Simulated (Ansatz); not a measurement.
# CdB26P27: the cost of one run

Program: Ansatz 0.2.0. Level of theory: DFT, PBE, plane-wave PAW, default files, scalar-relativistic, as far as a step names no other. These are calculated values, not measurements.

**1. The system as given**

It takes space group F-43m (No. 216, cubic). Conventional cell: a = 13.614 Å, b = 13.614 Å, c = 13.614 Å, α = 90.00°, β = 90.00°, γ = 90.00°. Around Cd (site symmetry -43m) lie 4 P at 1.97 Å. Around B (site symmetry m) lie 4 P at 1.97 Å. B (site symmetry 3m) has 4 P at 1.97 Å as nearest neighbours. B (site symmetry 2mm) is surrounded by 4 P at 1.97 Å. P (site symmetry 3m) has 1 Cd at 1.97 Å and 3 B at 1.97 Å as nearest neighbours. P (site symmetry 2mm) has 4 B at 1.97 Å as nearest neighbours. P (site symmetry m) has 4 B at 1.97 Å as nearest neighbours. Only part of the 10 independent sites is listed.

Structure file:

```cif
data_structure
_symmetry_space_group_name_H-M 'P 1'
_symmetry_Int_Tables_number 1
_cell_length_a 9.6266
_cell_length_b 9.6266
_cell_length_c 9.6266
_cell_angle_alpha 60.000
_cell_angle_beta 60.000
_cell_angle_gamma 60.000
_cell_volume 630.81
loop_
_atom_site_label
_atom_site_type_symbol
_atom_site_fract_x
_atom_site_fract_y
_atom_site_fract_z
_atom_site_occupancy
Cd1 Cd 0.00000 0.00000 0.00000 1
B1 B 0.00000 0.00000 0.33333 1
B2 B 0.00000 0.00000 0.66667 1
B3 B 0.00000 0.33333 0.00000 1
B4 B 0.00000 0.33333 0.33333 1
B5 B 0.00000 0.33333 0.66667 1
B6 B 0.00000 0.66667 0.00000 1
B7 B 0.00000 0.66667 0.33333 1
B8 B 0.00000 0.66667 0.66667 1
B9 B 0.33333 0.00000 0.00000 1
B10 B 0.33333 0.00000 0.33333 1
B11 B 0.33333 0.00000 0.66667 1
B12 B 0.33333 0.33333 0.00000 1
B13 B 0.33333 0.33333 0.33333 1
B14 B 0.33333 0.33333 0.66667 1
B15 B 0.33333 0.66667 0.00000 1
B16 B 0.33333 0.66667 0.33333 1
B17 B 0.33333 0.66667 0.66667 1
B18 B 0.66667 0.00000 0.00000 1
B19 B 0.66667 0.00000 0.33333 1
B20 B 0.66667 0.00000 0.66667 1
B21 B 0.66667 0.33333 0.00000 1
B22 B 0.66667 0.33333 0.33333 1
B23 B 0.66667 0.33333 0.66667 1
B24 B 0.66667 0.66667 0.00000 1
B25 B 0.66667 0.66667 0.33333 1
B26 B 0.66667 0.66667 0.66667 1
P1 P 0.08333 0.08333 0.08333 1
P2 P 0.08333 0.08333 0.41667 1
P3 P 0.08333 0.08333 0.75000 1
P4 P 0.08333 0.41667 0.08333 1
P5 P 0.08333 0.41667 0.41667 1
P6 P 0.08333 0.41667 0.75000 1
P7 P 0.08333 0.75000 0.08333 1
P8 P 0.08333 0.75000 0.41667 1
P9 P 0.08333 0.75000 0.75000 1
P10 P 0.41667 0.08333 0.08333 1
P11 P 0.41667 0.08333 0.41667 1
P12 P 0.41667 0.08333 0.75000 1
P13 P 0.41667 0.41667 0.08333 1
P14 P 0.41667 0.41667 0.41667 1
P15 P 0.41667 0.41667 0.75000 1
P16 P 0.41667 0.75000 0.08333 1
P17 P 0.41667 0.75000 0.41667 1
P18 P 0.41667 0.75000 0.75000 1
P19 P 0.75000 0.08333 0.08333 1
P20 P 0.75000 0.08333 0.41667 1
P21 P 0.75000 0.08333 0.75000 1
P22 P 0.75000 0.41667 0.08333 1
P23 P 0.75000 0.41667 0.41667 1
P24 P 0.75000 0.41667 0.75000 1
P25 P 0.75000 0.75000 0.08333 1
P26 P 0.75000 0.75000 0.41667 1
P27 P 0.75000 0.75000 0.75000 1
```

Atom 1 of the input is the impurity.

**2. Single point at the given positions**

Input file input.yaml:

```yaml
crystal:
  lattice:
    - [0.0, 6.807, 6.807]
    - [6.807, 0.0, 6.807]
    - [6.807, 6.807, 0.0]
  atoms:
    - { symbol: Cd, position: [0.0, 0.0, 0.0] }
    - { symbol: B, position: [0.0, 0.0, 0.3333333333] }
    - { symbol: B, position: [0.0, 0.0, 0.6666666667] }
    - { symbol: B, position: [0.0, 0.3333333333, 0.0] }
    - { symbol: B, position: [0.0, 0.3333333333, 0.3333333333] }
    - { symbol: B, position: [0.0, 0.3333333333, 0.6666666667] }
    - { symbol: B, position: [0.0, 0.6666666667, 0.0] }
    - { symbol: B, position: [0.0, 0.6666666667, 0.3333333333] }
    - { symbol: B, position: [0.0, 0.6666666667, 0.6666666667] }
    - { symbol: B, position: [0.3333333333, 0.0, 0.0] }
    - { symbol: B, position: [0.3333333333, 0.0, 0.3333333333] }
    - { symbol: B, position: [0.3333333333, 0.0, 0.6666666667] }
    - { symbol: B, position: [0.3333333333, 0.3333333333, 0.0] }
    - { symbol: B, position: [0.3333333333, 0.3333333333, 0.3333333333] }
    - { symbol: B, position: [0.3333333333, 0.3333333333, 0.6666666667] }
    - { symbol: B, position: [0.3333333333, 0.6666666667, 0.0] }
    - { symbol: B, position: [0.3333333333, 0.6666666667, 0.3333333333] }
    - { symbol: B, position: [0.3333333333, 0.6666666667, 0.6666666667] }
    - { symbol: B, position: [0.6666666667, 0.0, 0.0] }
    - { symbol: B, position: [0.6666666667, 0.0, 0.3333333333] }
    - { symbol: B, position: [0.6666666667, 0.0, 0.6666666667] }
    - { symbol: B, position: [0.6666666667, 0.3333333333, 0.0] }
    - { symbol: B, position: [0.6666666667, 0.3333333333, 0.3333333333] }
    - { symbol: B, position: [0.6666666667, 0.3333333333, 0.6666666667] }
    - { symbol: B, position: [0.6666666667, 0.6666666667, 0.0] }
    - { symbol: B, position: [0.6666666667, 0.6666666667, 0.3333333333] }
    - { symbol: B, position: [0.6666666667, 0.6666666667, 0.6666666667] }
    - { symbol: P, position: [0.0833333333, 0.0833333333, 0.0833333333] }
    - { symbol: P, position: [0.0833333333, 0.0833333333, 0.4166666667] }
    - { symbol: P, position: [0.0833333333, 0.0833333333, 0.75] }
    - { symbol: P, position: [0.0833333333, 0.4166666667, 0.0833333333] }
    - { symbol: P, position: [0.0833333333, 0.4166666667, 0.4166666667] }
    - { symbol: P, position: [0.0833333333, 0.4166666667, 0.75] }
    - { symbol: P, position: [0.0833333333, 0.75, 0.0833333333] }
    - { symbol: P, position: [0.0833333333, 0.75, 0.4166666667] }
    - { symbol: P, position: [0.0833333333, 0.75, 0.75] }
    - { symbol: P, position: [0.4166666667, 0.0833333333, 0.0833333333] }
    - { symbol: P, position: [0.4166666667, 0.0833333333, 0.4166666667] }
    - { symbol: P, position: [0.4166666667, 0.0833333333, 0.75] }
    - { symbol: P, position: [0.4166666667, 0.4166666667, 0.0833333333] }
    - { symbol: P, position: [0.4166666667, 0.4166666667, 0.4166666667] }
    - { symbol: P, position: [0.4166666667, 0.4166666667, 0.75] }
    - { symbol: P, position: [0.4166666667, 0.75, 0.0833333333] }
    - { symbol: P, position: [0.4166666667, 0.75, 0.4166666667] }
    - { symbol: P, position: [0.4166666667, 0.75, 0.75] }
    - { symbol: P, position: [0.75, 0.0833333333, 0.0833333333] }
    - { symbol: P, position: [0.75, 0.0833333333, 0.4166666667] }
    - { symbol: P, position: [0.75, 0.0833333333, 0.75] }
    - { symbol: P, position: [0.75, 0.4166666667, 0.0833333333] }
    - { symbol: P, position: [0.75, 0.4166666667, 0.4166666667] }
    - { symbol: P, position: [0.75, 0.4166666667, 0.75] }
    - { symbol: P, position: [0.75, 0.75, 0.0833333333] }
    - { symbol: P, position: [0.75, 0.75, 0.4166666667] }
    - { symbol: P, position: [0.75, 0.75, 0.75] }
total_charge: -1
kpoints:
  mp_grid: { grid: [3, 3, 3] }
scf:
  occupations: { method: fermi_dirac, width: 0.01 }
hamiltonian:
  xc: pbe
  pseudopotentials: { kind: paw }
output:
  forces: true
  stress: true
  populations: true
  efg: { quadrupole_moments_barn: { B: 0.04059 }, contact_densities: true }
```

Launch:

```bash
> ansatz run input.yaml --threads 1 --pin off --max-ram 3072MiB --backend cpu --events-out ev --progress --plain --runs-dir out
```

**Question.** How long does this run take on 1 thread of Arm Neoverse V2, shared host, and how much memory does it need?

About 73 s, with a peak of 1.2 GiB.
